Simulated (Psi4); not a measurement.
# TiHSeF3 (SMILES [F][Ti]([F])([F])[SeH]): a chain of runs

Wanted: a single-point energy (r2SCAN-D4/def2-TZVPP), then a single-point energy (wB97M-V/def2-TZVPP) of TiHSeF3. 

The calculation is run with Psi4 1.11.

### 1 Starting point

TiHSeF3: 6 atoms, total charge 0, spin state singlet. SMILES: `[F][Ti]([F])([F])[SeH]`.

Bond lengths: F1–Ti2 1.744 Å, Ti2–F3 1.736 Å, Ti2–F4 1.744 Å, Ti2–Se5 2.410 Å, Se5–H6 1.474 Å. Angles: F1–Ti2–F3 112.1°, F1–Ti2–F4 108.2°, F1–Ti2–Se5 109.7°, F3–Ti2–F4 112.3°, F3–Ti2–Se5 104.9°, F4–Ti2–Se5 109.6°, Ti2–Se5–H6 88.5°.

### 2 A single-point energy at r2SCAN-D4/def2-TZVPP (density fitting) (run 5)

Input file input.in:

```
memory 3300 mb

molecule {
  0 1
  F     -0.839590    -1.118410     1.237930
  Ti     0.262120    -0.605010    -0.012230
  F      1.921450    -0.846810     0.438960
  F     -0.154230    -1.445680    -1.482190
  Se     0.053740     1.771510    -0.354080
  H     -1.358740     1.556290    -0.715660
  units angstrom
  symmetry c1
}

set {
  basis def2-TZVPP
  scf_type df
  dft_radial_points 99
  dft_spherical_points 590
}

energy("r2scan-d4")
print_variables()
```

On the command line:

```bash
$ psi4 input.in input.out -n 2
```

input.out:

```text
[...]
  Running in c1 symmetry.
[...]
  Nuclear repulsion =  553.629712128308370
[...]
  Multiplicity = 1
[...]
  Nalpha       = 42
  Nbeta        = 42
[...]
    Number of basis functions: 219
[...]
   @DF-RKS iter   1: -3550.36189197828935   -2.16215e+00   1.09279e-02 DIIS/ADIIS
[...]
   @DF-RKS iter  12: -3551.41477966614138   -5.41463e-08   7.28615e-07 DIIS
[...]
    Orbital Energies [Eh]
    ---------------------
    Doubly Occupied:
       1A   -453.289432     2A   -178.544499     3A    -57.892214
       4A    -51.911265     5A    -51.909822     6A    -51.909163
       7A    -24.511900     8A    -24.503885     9A    -24.503659
      10A    -19.861667    11A    -16.558504    12A    -16.557101
      13A    -16.556760    14A     -7.769790    15A     -5.691995
      16A     -5.686556    17A     -5.683996    18A     -2.409852
      19A     -2.030136    20A     -2.028520    21A     -2.026338
      22A     -2.022414    23A     -2.022402    24A     -1.542751
      25A     -1.537878    26A     -1.524679    27A     -1.139719
      28A     -1.125952    29A     -1.123804    30A     -0.677903
      31A     -0.452314    32A     -0.450241    33A     -0.439215
      34A     -0.432975    35A     -0.428421    36A     -0.415961
[...]
  @DF-RKS Final Energy: -3551.41477966614138
   => Energetics <=
    Nuclear Repulsion Energy =            553.6297121283083698
    One-Electron Energy =               -6030.8657110915291923
    Two-Electron Energy =                2086.7423729998604358
    DFT Exchange-Correlation Energy =    -160.9199627486886186
    Empirical Dispersion Energy =          -0.0011909540924124
    VV10 Nonlocal Energy =                  0.0000000000000000
    Total Energy =                      -3551.4147796661413850
[...]
 Multipole Moments:
 ------------------------------------------------------------------------------------
     Multipole            Electronic (a.u.)      Nuclear  (a.u.)        Total (a.u.)
 ------------------------------------------------------------------------------------
 L = 1.  Multiply by 2.5417464519 to convert [e a0] to [Debye]
 Dipole X            :          0.5262432           -0.7237114           -0.1974682
 Dipole Y            :          8.7547920           -8.5320646            0.2227275
 Dipole Z            :         -0.9079350            0.8248005           -0.0831344
 Magnitude           :                                                    0.3090510
[...]
```

Wall time 36 s (2 threads of Intel Xeon 6975P-C (Granite Rapids), shared host); peak memory 2.4 GiB.

### 3 The energy at wB97M-V/def2-TZVPP (density fitting) (run 8)

Input file input.inp:

```
memory 3300 MB

molecule geom {
  0 1
  F     -0.839590    -1.118410     1.237930
  Ti     0.262120    -0.605010    -0.012230
  F      1.921450    -0.846810     0.438960
  F     -0.154230    -1.445680    -1.482190
  Se     0.053740     1.771510    -0.354080
  H     -1.358740     1.556290    -0.715660
  units angstrom
  symmetry c1
}

set basis def2-TZVPP
set scf_type df
set dft_radial_points 99
set dft_spherical_points 590
set dft_vv10_postscf true

energy_value, wavefunction = energy("wb97m-v", return_wfn=True)
print_variables()
```

On the command line:

```bash
$ psi4 -n 2 input.inp input.out
```

input.out:

```text
[...]
  Running in c1 symmetry.
[...]
  Nuclear repulsion =  553.629712128308370
[...]
  Multiplicity = 1
[...]
  Nalpha       = 42
  Nbeta        = 42
[...]
    Number of basis functions: 219
[...]
   @DF-RKS iter   1: -3550.53444960695469   -2.77763e+00   1.05057e-02 DIIS/ADIIS
[...]
   @DF-RKS iter  12: -3551.62939955360116   -1.12208e-07   3.61802e-07 DIIS
[...]
    Orbital Energies [Eh]
    ---------------------
    Doubly Occupied:
       1A   -454.539988     2A   -179.440407     3A    -58.393137
       4A    -52.320679     5A    -52.319402     6A    -52.318614
       7A    -24.932034     8A    -24.924302     9A    -24.924103
      10A    -20.267886    11A    -16.906140    12A    -16.905169
      13A    -16.904750    14A     -8.026322    15A     -5.929572
      16A     -5.924759    17A     -5.921614    18A     -2.645491
      19A     -2.250906    20A     -2.249312    21A     -2.246599
      22A     -2.242925    23A     -2.242831    24A     -1.752025
      25A     -1.747949    26A     -1.733963    27A     -1.320743
      28A     -1.306260    29A     -1.304167    30A     -0.830807
      31A     -0.611644    32A     -0.609987    33A     -0.597099
      34A     -0.591788    35A     -0.587649    36A     -0.572878
[...]
  @DF-RKS Final Energy: -3551.28285493061639
   => Energetics <=
    Nuclear Repulsion Energy =            553.6297121283083698
    One-Electron Energy =               -6029.4817873104002501
    Two-Electron Energy =                2050.2129959805411090
    DFT Exchange-Correlation Energy =    -125.9906712169444916
    Empirical Dispersion Energy =           0.0000000000000000
    VV10 Nonlocal Energy =                  0.3468954878786835
    Total Energy =                      -3551.2828549306163950
[...]
 Multipole Moments:
 ------------------------------------------------------------------------------------
     Multipole            Electronic (a.u.)      Nuclear  (a.u.)        Total (a.u.)
 ------------------------------------------------------------------------------------
 L = 1.  Multiply by 2.5417464519 to convert [e a0] to [Debye]
 Dipole X            :          0.5432276           -0.7237114           -0.1804837
 Dipole Y            :          8.7186084           -8.5320646            0.1865438
 Dipole Z            :         -0.8986968            0.8248005           -0.0738963
 Magnitude           :                                                    0.2698771
[...]
```

It took 40 s on 2 threads of Intel Xeon 6975P-C (Granite Rapids), shared host; peak memory 2.3 GiB.

### 4 What came out

| quantity | value |
| --- | --- |
| run 5, r2SCAN-D4/def2-TZVPP: total energy | -3551.41478 Eh |
| run 5, r2SCAN-D4/def2-TZVPP: dipole moment | 0.79 D |
| run 5, r2SCAN-D4/def2-TZVPP: HOMO energy | -7.04 eV |
| run 5, r2SCAN-D4/def2-TZVPP: LUMO energy | -4.08 eV |
| run 5, r2SCAN-D4/def2-TZVPP: HOMO–LUMO gap | 2.96 eV |
| run 5, r2SCAN-D4/def2-TZVPP: dispersion energy | -3.13 kJ/mol |
| run 8, wB97M-V/def2-TZVPP: total energy | -3551.28285 Eh |
| run 8, wB97M-V/def2-TZVPP: dipole moment | 0.69 D |
| run 8, wB97M-V/def2-TZVPP: HOMO energy | -10.05 eV |
| run 8, wB97M-V/def2-TZVPP: LUMO energy | -0.97 eV |
| run 8, wB97M-V/def2-TZVPP: HOMO–LUMO gap | 9.08 eV |
